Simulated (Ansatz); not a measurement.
# Al20Ga44As64: the cost of one run

Program: Ansatz 0.2.0, PAW, plane waves. These are calculated values, not measurements.

## Step 1: Starting point

128 atoms (20 Al, 44 Ga, 64 As); a = 16.021 Å, b = 16.021 Å, c = 16.021 Å, α = 60.00°, β = 60.00°, γ = 60.00°. All atoms were shaken off their sites by about 0.02 Å along each axis; atoms next to an added one may be pushed further to make room.

Plan of the steps: (2) PBEsol cell relaxation at the single k point (½, ½, ½), on 1 × NVIDIA GB300 Max-Q with 8 threads of Arm Neoverse-V2; (3) HSE06 single point at the Γ point alone, on 1 × NVIDIA GB300 Max-Q with 8 threads of Arm Neoverse-V2.

## Step 2: Relaxing cell and atoms with PBEsol

in.yaml reads:

```yaml
crystal:
  lattice:
    - [0.000000, 11.328741, 11.328741]
    - [11.328741, 0.000000, 11.328741]
    - [11.328741, 11.328741, 0.000000]
  atoms:
    - { symbol: Al, position: [0.997753, 0.002970, 0.997499] }
    - { symbol: Al, position: [0.998761, 0.500355, 0.501160] }
    - { symbol: Al, position: [0.251528, 0.747599, 0.247770] }
    - { symbol: Al, position: [0.249022, 0.250990, 0.749440] }
    - { symbol: Al, position: [0.500430, 0.499678, 0.502953] }
    - { symbol: Al, position: [0.751184, 0.746677, 0.251458] }
    - { symbol: Al, position: [0.750173, 0.246926, 0.001175] }
    - { symbol: Al, position: [0.002575, 0.000991, 0.747803] }
    - { symbol: Al, position: [0.248665, 0.253273, 0.502663] }
    - { symbol: Al, position: [0.249223, 0.752329, 0.498334] }
    - { symbol: Al, position: [0.750754, 0.750201, 0.497436] }
    - { symbol: Al, position: [0.502762, 0.250463, 0.000899] }
    - { symbol: Al, position: [0.751771, 0.999687, 0.749895] }
    - { symbol: Al, position: [0.249347, 0.497459, 0.749796] }
    - { symbol: Al, position: [0.500138, 0.751165, 0.501127] }
    - { symbol: Al, position: [0.751068, 0.499213, 0.752234] }
    - { symbol: Al, position: [0.749990, 0.999492, 0.000259] }
    - { symbol: Al, position: [0.501508, 0.251295, 0.249210] }
    - { symbol: Al, position: [0.499067, 0.247752, 0.749621] }
    - { symbol: Al, position: [0.497557, 0.751765, 0.751690] }
    - { symbol: Ga, position: [0.499780, 0.998930, 0.000395] }
    - { symbol: Ga, position: [0.002125, 0.497885, 0.001442] }
    - { symbol: Ga, position: [0.001207, 0.000313, 0.498326] }
    - { symbol: Ga, position: [0.248439, 0.249227, 0.250605] }
    - { symbol: Ga, position: [0.500134, 0.500340, 0.002411] }
    - { symbol: Ga, position: [0.500743, 0.998484, 0.500916] }
    - { symbol: Ga, position: [0.747349, 0.250300, 0.250133] }
    - { symbol: Ga, position: [0.749861, 0.249469, 0.750733] }
    - { symbol: Ga, position: [0.252664, 0.749307, 0.750103] }
    - { symbol: Ga, position: [0.750358, 0.750298, 0.750061] }
    - { symbol: Ga, position: [0.000277, 0.001372, 0.250902] }
    - { symbol: Ga, position: [0.249269, 0.251154, 0.997820] }
    - { symbol: Ga, position: [0.500513, 0.999561, 0.250359] }
    - { symbol: Ga, position: [0.998567, 0.502375, 0.249891] }
    - { symbol: Ga, position: [0.247758, 0.750130, 0.000101] }
    - { symbol: Ga, position: [0.501707, 0.499795, 0.249714] }
    - { symbol: Ga, position: [0.751024, 0.751394, 0.997926] }
    - { symbol: Ga, position: [0.499342, 0.000657, 0.751054] }
    - { symbol: Ga, position: [0.748031, 0.249844, 0.504523] }
    - { symbol: Ga, position: [0.999886, 0.497870, 0.750151] }
    - { symbol: Ga, position: [0.497504, 0.502678, 0.749924] }
    - { symbol: Ga, position: [0.998418, 0.250136, 0.000580] }
    - { symbol: Ga, position: [0.246543, 0.000935, 0.250765] }
    - { symbol: Ga, position: [0.752693, 0.998354, 0.250684] }
    - { symbol: Ga, position: [0.000544, 0.750026, 0.000227] }
    - { symbol: Ga, position: [0.001168, 0.251239, 0.500467] }
    - { symbol: Ga, position: [0.250723, 0.500855, 0.251774] }
    - { symbol: Ga, position: [0.499187, 0.752701, 0.001416] }
    - { symbol: Ga, position: [0.253123, 0.999602, 0.748962] }
    - { symbol: Ga, position: [0.503169, 0.248297, 0.496483] }
    - { symbol: Ga, position: [0.752285, 0.499571, 0.250495] }
    - { symbol: Ga, position: [0.001001, 0.747719, 0.501064] }
    - { symbol: Ga, position: [0.252268, 0.998514, 0.997479] }
    - { symbol: Ga, position: [0.001924, 0.250217, 0.247550] }
    - { symbol: Ga, position: [0.249280, 0.499809, 0.000167] }
    - { symbol: Ga, position: [0.247269, 0.001569, 0.500267] }
    - { symbol: Ga, position: [0.748366, 0.499612, 0.000807] }
    - { symbol: Ga, position: [0.751538, 0.997905, 0.499842] }
    - { symbol: Ga, position: [0.001609, 0.749795, 0.248613] }
    - { symbol: Ga, position: [0.998378, 0.252417, 0.749165] }
    - { symbol: Ga, position: [0.252057, 0.499455, 0.498717] }
    - { symbol: Ga, position: [0.500210, 0.748431, 0.249740] }
    - { symbol: Ga, position: [0.752373, 0.496094, 0.501177] }
    - { symbol: Ga, position: [0.998427, 0.748560, 0.750602] }
    - { symbol: As, position: [0.063470, 0.062854, 0.060083] }
    - { symbol: As, position: [0.562116, 0.064111, 0.060909] }
    - { symbol: As, position: [0.063791, 0.560332, 0.061946] }
    - { symbol: As, position: [0.063070, 0.063913, 0.562327] }
    - { symbol: As, position: [0.313281, 0.310278, 0.311727] }
    - { symbol: As, position: [0.562740, 0.561622, 0.064217] }
    - { symbol: As, position: [0.562600, 0.062709, 0.562354] }
    - { symbol: As, position: [0.813404, 0.314434, 0.308992] }
    - { symbol: As, position: [0.064281, 0.563122, 0.561573] }
    - { symbol: As, position: [0.310166, 0.814632, 0.311246] }
    - { symbol: As, position: [0.313463, 0.311729, 0.810638] }
    - { symbol: As, position: [0.561841, 0.560808, 0.560947] }
    - { symbol: As, position: [0.813290, 0.813373, 0.309776] }
    - { symbol: As, position: [0.812670, 0.311676, 0.813352] }
    - { symbol: As, position: [0.311613, 0.812637, 0.814490] }
    - { symbol: As, position: [0.813739, 0.812798, 0.811963] }
    - { symbol: As, position: [0.061141, 0.061006, 0.314260] }
    - { symbol: As, position: [0.313620, 0.312113, 0.062325] }
    - { symbol: As, position: [0.561150, 0.064271, 0.311503] }
    - { symbol: As, position: [0.811074, 0.311659, 0.063714] }
    - { symbol: As, position: [0.064014, 0.559011, 0.314915] }
    - { symbol: As, position: [0.313878, 0.810781, 0.063729] }
    - { symbol: As, position: [0.065182, 0.063784, 0.810271] }
    - { symbol: As, position: [0.312056, 0.315113, 0.563845] }
    - { symbol: As, position: [0.563863, 0.565239, 0.310299] }
    - { symbol: As, position: [0.811003, 0.812990, 0.064204] }
    - { symbol: As, position: [0.561332, 0.063586, 0.814104] }
    - { symbol: As, position: [0.810591, 0.313634, 0.561992] }
    - { symbol: As, position: [0.062852, 0.561241, 0.811154] }
    - { symbol: As, position: [0.309811, 0.814125, 0.563216] }
    - { symbol: As, position: [0.562596, 0.564230, 0.811200] }
    - { symbol: As, position: [0.815765, 0.813206, 0.560763] }
    - { symbol: As, position: [0.062903, 0.314040, 0.060654] }
    - { symbol: As, position: [0.311461, 0.063052, 0.311523] }
    - { symbol: As, position: [0.563049, 0.311232, 0.063262] }
    - { symbol: As, position: [0.812895, 0.063719, 0.312702] }
    - { symbol: As, position: [0.060450, 0.814886, 0.062430] }
    - { symbol: As, position: [0.063453, 0.311025, 0.561487] }
    - { symbol: As, position: [0.314318, 0.560613, 0.312818] }
    - { symbol: As, position: [0.561037, 0.814341, 0.061346] }
    - { symbol: As, position: [0.311121, 0.061778, 0.813615] }
    - { symbol: As, position: [0.561333, 0.312406, 0.561426] }
    - { symbol: As, position: [0.809731, 0.563040, 0.312780] }
    - { symbol: As, position: [0.813733, 0.062884, 0.812055] }
    - { symbol: As, position: [0.061819, 0.811091, 0.565175] }
    - { symbol: As, position: [0.313580, 0.561869, 0.810771] }
    - { symbol: As, position: [0.561254, 0.814903, 0.560040] }
    - { symbol: As, position: [0.813425, 0.562388, 0.811015] }
    - { symbol: As, position: [0.311614, 0.065888, 0.060622] }
    - { symbol: As, position: [0.812332, 0.066271, 0.059681] }
    - { symbol: As, position: [0.062427, 0.311878, 0.314100] }
    - { symbol: As, position: [0.309796, 0.561956, 0.064046] }
    - { symbol: As, position: [0.313793, 0.063254, 0.561361] }
    - { symbol: As, position: [0.564230, 0.312333, 0.312785] }
    - { symbol: As, position: [0.813985, 0.561515, 0.061254] }
    - { symbol: As, position: [0.814387, 0.060617, 0.562774] }
    - { symbol: As, position: [0.062223, 0.814123, 0.314440] }
    - { symbol: As, position: [0.064037, 0.313177, 0.810611] }
    - { symbol: As, position: [0.313768, 0.560407, 0.562858] }
    - { symbol: As, position: [0.562016, 0.812766, 0.312494] }
    - { symbol: As, position: [0.562507, 0.309948, 0.813477] }
    - { symbol: As, position: [0.811845, 0.560395, 0.564561] }
    - { symbol: As, position: [0.063572, 0.812285, 0.813034] }
    - { symbol: As, position: [0.562015, 0.810983, 0.815142] }
kpoints:
  mp_grid: { grid: [1, 1, 1], shift: [0.5, 0.5, 0.5] }
hamiltonian:
  xc: pbesol
scf:
  occupations: { method: fermi_dirac, width: 0.01 }
relax:
  f_tol: 0.03
  max_steps: 80
  escape_saddle: false
  adjacent_minimum: "off"
  cell: { fix: [shape] }
output:
  forces: true
  eigenvalues: true
  populations: true
```

Launch:

```console
$ ansatz run in.yaml --threads 8 --pin off --max-ram 118750MiB --runs-dir r --events-out ev --progress --plain --backend cuda --devices 0,
```

Q: Estimate wall time and peak memory on 1 × NVIDIA GB300 Max-Q with 8 threads of Arm Neoverse-V2, shared host.

About 12 s, with a peak of 3.1 GiB on the host.
